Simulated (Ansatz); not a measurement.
# C8H14O2: up Jacob's ladder to CCSD(T)

How much do the methods differ for C8H14O2? The plan is to run it at one geometry with functionals of several rungs and with coupled cluster. The yardstick is the atomisation energy at the CCSD(T) limit.

Method: functionals in def2-TZVPP, the program's frozen cores in correlated methods; program: Ansatz 0.2.0, Gaussian basis.

Levels to be run: PBE-D4, r2SCAN-D4, PBE0-D4, B3LYP-D4, ωB97X-V, ωB97M-V, B2PLYP; CCSD(T)/def2-TZVPP; MP2/def2-QZVPP; extrapolation to the limit.

### 1 The geometry

The geometry comes from an earlier relaxation with PBE0-D4 in a triple-zeta def2 set; it is a stationary point, not always the lowest conformer.

SMILES `CC(=O)C(C(C)=O)C(C)C`, 24 atoms, charge 0, spin multiplicity 1.

Atoms are counted from 1 here; the program's logs count them from 0.

Bond lengths: C1–C2 1.502 Å, C1–H11 1.094 Å, C1–H12 1.094 Å, C1–H13 1.088 Å, C2–O3 1.204 Å, C2–C4 1.532 Å, C4–C5 1.527 Å, C4–C8 1.533 Å, C4–H14 1.097 Å, C5–C6 1.504 Å, C5–O7 1.202 Å, C6–H15 1.088 Å, C6–H16 1.094 Å, C6–H17 1.094 Å, C8–C9 1.522 Å, C8–C10 1.523 Å, C8–H18 1.094 Å, C9–H19 1.090 Å and more. Angles: C2–C1–H11 110.1°, C2–C1–H12 109.5°, C2–C1–H13 110.5°, H11–C1–H12 106.6°, H11–C1–H13 110.1°, H12–C1–H13 110.1°, C1–C2–O3 122.5°, C1–C2–C4 116.8°, O3–C2–C4 120.7°, C2–C4–C5 107.1°, C2–C4–C8 110.8°, C2–C4–H14 108.2°, C5–C4–C8 112.8°, C5–C4–H14 108.1°, C8–C4–H14 109.7°, C4–C5–C6 115.9°, C4–C5–O7 122.1°, C6–C5–O7 122.1° and more.

### 2 PBE-D4 (GGA)

Contents of in.yaml:

```yaml
crystal:
  periodic: [false, false, false]
  atoms:
    - {symbol: C, position_ang: [1.081331, -0.467384, 2.259551]}
    - {symbol: C, position_ang: [1.270438, -0.209553, 0.792420]}
    - {symbol: O, position_ang: [2.332808, -0.347457, 0.243726]}
    - {symbol: C, position_ang: [0.033978, 0.229663, 0.002566]}
    - {symbol: C, position_ang: [0.357229, 1.587465, -0.617181]}
    - {symbol: C, position_ang: [0.371178, 2.755153, 0.331019]}
    - {symbol: O, position_ang: [0.603336, 1.712334, -1.786997]}
    - {symbol: C, position_ang: [-0.346873, -0.824160, -1.043759]}
    - {symbol: C, position_ang: [-1.656145, -0.454350, -1.725182]}
    - {symbol: C, position_ang: [-0.444085, -2.214820, -0.431148]}
    - {symbol: H, position_ang: [0.704250, 0.433209, 2.753476]}
    - {symbol: H, position_ang: [0.320887, -1.241442, 2.399279]}
    - {symbol: H, position_ang: [2.019816, -0.777987, 2.715177]}
    - {symbol: H, position_ang: [-0.793810, 0.365779, 0.709359]}
    - {symbol: H, position_ang: [0.683012, 3.656843, -0.192440]}
    - {symbol: H, position_ang: [-0.626150, 2.901446, 0.756121]}
    - {symbol: H, position_ang: [1.051437, 2.562366, 1.165949]}
    - {symbol: H, position_ang: [0.454152, -0.818403, -1.788354]}
    - {symbol: H, position_ang: [-1.596502, 0.518631, -2.212898]}
    - {symbol: H, position_ang: [-1.910208, -1.194836, -2.487382]}
    - {symbol: H, position_ang: [-2.478248, -0.433142, -1.001634]}
    - {symbol: H, position_ang: [0.505754, -2.547541, -0.006218]}
    - {symbol: H, position_ang: [-1.204584, -2.248576, 0.356559]}
    - {symbol: H, position_ang: [-0.732982, -2.943218, -1.192007]}
basis:
  gaussian: {orbitals: def2-TZVPP}
hamiltonian: {xc: pbe, dispersion: d4}
output: {forces: true, orbitals: {seedname: orbitals}}
```

Command:

```console
> ansatz run in.yaml --threads 4 --pin off --events-out ev --progress --plain --max-ram 46080MiB --backend cuda --devices 0, --max-vram 37GiB
```

After this run come: r2SCAN-D4 (meta-GGA); PBE0-D4 (hybrid); B3LYP-D4 (hybrid); ωB97X-V (range-separated); ωB97M-V (range-separated); B2PLYP (double hybrid); CCSD(T) in def2-TZVPP; MP2 in def2-QZVPP.

Before running them: what should the planned runs give, taken together? Wanted: atomisation energy, CCSD(T)/CBS; farthest; mean size of error, hybrid; mean size of error, range-separated; gap, smallest and largest; T1 diagnostic; triples share of the correlation energy.

As calculated:

```
                               quantity                                 value
        atomisation energy, CCSD(T)/CBS                        10124.0 kJ/mol
 functionals within 50.6 kJ/mol (0.5 %)            B3LYP-D4, ωB97X-V, ωB97M-V
                               farthest                PBE-D4 (+284.4 kJ/mol)
             mean size of error, hybrid                           52.3 kJ/mol
    mean size of error, range-separated                           33.8 kJ/mol
              gap, smallest and largest  3.56 eV (PBE-D4), 11.00 eV (ωB97X-V)
                          T1 diagnostic                                0.0132
triples share of the correlation energy                                 4.2 %
```

In words: PBE-D4 misses by +284.4 kJ/mol. Double hybrids carry the basis error of their MP2 part in triple zeta, and no dispersion term here, so their miss is partly the set-up's. The reference freezes the cores and leaves out relativity and excitations past (T), so misses under about 50.6 kJ/mol can't be ranked. Hartree-Fock recovers 74 % of the binding; the rest is correlation. Orbital gaps span 3.6 to 11.0 eV; exact exchange widens them.
